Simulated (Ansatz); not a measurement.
# Sb7Mo3: the cost of one run

Program: Ansatz 0.2.0. Level of theory: DFT PBEsol, scalar-relativistic, plane waves, PAW. These are calculated values, not measurements.

1 further run of the same task is left out (set aside as unsound or not needed).

## Step 1: Starting point

It takes space group Im-3m (No. 229, cubic). Conventional cell: a = 9.663 Å, b = 9.663 Å, c = 9.663 Å, α = 90.00°, β = 90.00°, γ = 90.00°. Around Sb (site symmetry -4m2) lie 4 Mo at 2.86 Å. Sb (site symmetry 3m) is surrounded by 3 Mo at 2.81 Å and 4 Sb at 2.98 to 3.11 Å. Mo (site symmetry 4mm) is surrounded by 8 Sb at 2.81 to 2.86 Å and 1 Mo at 3.05 Å.

As a file:

```
Sb Mo
1.0
    -4.83157    4.83157    4.83157
     4.83157   -4.83157    4.83157
     4.83157    4.83157   -4.83157
Sb Mo
14 6
Direct
  0.75000 0.25000 0.50000
  0.50000 0.25000 0.75000
  0.50000 0.75000 0.25000
  0.25000 0.50000 0.75000
  0.75000 0.50000 0.25000
  0.25000 0.75000 0.50000
  0.32170 0.32170 0.32170
  0.00000 0.00000 0.32170
  0.32170 0.00000 0.00000
  0.00000 0.32170 0.00000
  0.67830 0.00000 0.00000
  0.00000 0.67830 0.00000
  0.00000 0.00000 0.67830
  0.67830 0.67830 0.67830
  0.34224 0.34224 0.00000
  0.00000 0.34224 0.34224
  0.00000 0.65776 0.65776
  0.65776 0.00000 0.65776
  0.34224 0.00000 0.34224
  0.65776 0.65776 0.00000
```

It goes back to an entry of the Materials Project.

This cell was relaxed beforehand with the same method: volume 22.56 Å³/atom, gap on the mesh none (metal).

## Step 2: The cell under PBEsol

input.yaml

```yaml
crystal:
  lattice:
    - [-4.8315675862, 4.8315675862, 4.8315675862]
    - [4.8315675862, -4.8315675862, 4.8315675862]
    - [4.8315675862, 4.8315675862, -4.8315675862]
  atoms:
    - { symbol: Sb, position: [0.75, 0.25, 0.5] }
    - { symbol: Sb, position: [0.5, 0.25, 0.75] }
    - { symbol: Sb, position: [0.5, 0.75, 0.25] }
    - { symbol: Sb, position: [0.25, 0.5, 0.75] }
    - { symbol: Sb, position: [0.75, 0.5, 0.25] }
    - { symbol: Sb, position: [0.25, 0.75, 0.5] }
    - { symbol: Sb, position: [0.321701847, 0.321701847, 0.321701847] }
    - { symbol: Sb, position: [0.0, 0.0, 0.321701847] }
    - { symbol: Sb, position: [0.321701847, 0.0, 0.0] }
    - { symbol: Sb, position: [0.0, 0.321701847, 0.0] }
    - { symbol: Sb, position: [0.678298153, 0.0, 0.0] }
    - { symbol: Sb, position: [0.0, 0.678298153, 0.0] }
    - { symbol: Sb, position: [0.0, 0.0, 0.678298153] }
    - { symbol: Sb, position: [0.678298153, 0.678298153, 0.678298153] }
    - { symbol: Mo, position: [0.3422353646, 0.3422353646, 0.0] }
    - { symbol: Mo, position: [0.0, 0.3422353646, 0.3422353646] }
    - { symbol: Mo, position: [0.0, 0.6577646354, 0.6577646354] }
    - { symbol: Mo, position: [0.6577646354, 0.0, 0.6577646354] }
    - { symbol: Mo, position: [0.3422353646, 0.0, 0.3422353646] }
    - { symbol: Mo, position: [0.6577646354, 0.6577646354, 0.0] }
basis:
  ecutwfc: 420
kpoints:
  mp_grid: { grid: [6, 6, 6] }
hamiltonian:
  xc: pbesol
scf:
  occupations: { method: gaussian, width: 0.1 }
output:
  forces: true
  stress: true
  eigenvalues: true
relax:
  adjacent_minimum: "off"
  f_tol: 0.005
  max_steps: 50
  cell: { stress_tol: 0.05 }
```

On the command line:

```sh
ansatz run input.yaml --threads 8 --pin off --max-ram 22528MiB --backend cpu --events-out ev --progress --plain --runs-dir out
```

**Question.** How long does this run take on 8 threads of Intel Xeon at 2.50GHz (Skylake/Cascade Lake), shared host, and how much memory does it need?

About 3.3 min, with a peak of 3.5 GiB.
